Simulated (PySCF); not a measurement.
# H3NPr (Pr(NH3)3+): the cost of one run

Computed with PySCF 2.14.0. Level: several levels, as the steps say, no spin–orbit coupling.

3 further runs of the same task are left out: 2 for a known fault of the program, 1 that didn't finish.

## 1. Where the work starts

5 atoms, charge 3, spin multiplicity 1.

Bond lengths: Pr1–N2 2.438 Å, N2–H3 1.056 Å, N2–H4 1.056 Å, N2–H5 1.056 Å. Angles: Pr1–N2–H3 115.9°, Pr1–N2–H4 115.9°, Pr1–N2–H5 115.9°, H3–N2–H4 102.4°, H3–N2–H5 102.4°, H4–N2–H5 102.4°.

Coordinates:

```
Pr    0.00000    0.00000   -0.19913
N     0.00000    0.00000    2.23849
H     0.94990    0.00004    2.69924
H    -0.47498    0.82262    2.69924
H    -0.47492   -0.82266    2.69924
```

Formal oxidation states: Pr +3. Each metal's 2 4f electrons lie in its core potential, so multiplicities, spins and levels count the valence alone. An earlier session relaxed this geometry at PBE, Pr lcecp-1-SVP with ECP48, N def2-SVP, H def2-SVP (singlet, point group C3v).

At PBE on the finer grid: E = -88.050216 Eh, HOMO -25.61 eV, LUMO -20.85 eV, Mulliken charge on Pr1 +2.46 e, largest force component 0.009 eV/Å. 

Levels to run: PBE0; BP86; B3LYP; HF; PBE, TZVP. Hardware: 2 threads of Arm Neoverse N1, shared host.

## 2. PBE0

run.py (the lines that set the calculation)

```python
mol = gto.M(atom='''
Pr     0.00000     0.00000    -0.19913
N      0.00000     0.00000     2.23849
H      0.94990     0.00004     2.69924
H     -0.47498     0.82262     2.69924
H     -0.47492    -0.82266     2.69924''',
    basis={'Pr': 'lcecp-1-SVP', 'N': 'def2-SVP', 'H': 'def2-SVP'},
    ecp={'Pr': 'lcecp-1-SVP'},
    charge=3, spin=0)
mf = dft.RKS(mol, xc='PBE0')
mf.grids.atom_grid = (75, 302)  # f atoms: unpruned, at least (60, 302)
mf = mf.density_fit()  # fitting sets: Pr AutoAux, N def2-universal-JKFIT, H def2-universal-JKFIT
mf.conv_tol = 1e-08; mf.max_cycle = 55
mf.kernel(dm0)  # dm0: the density of the relaxed state
```

On the command line:

```console
> OMP_NUM_THREADS=2 python run.py
```

**Question.** How long does this run take on 2 threads of Arm Neoverse N1, shared host?

About 2.6 s.
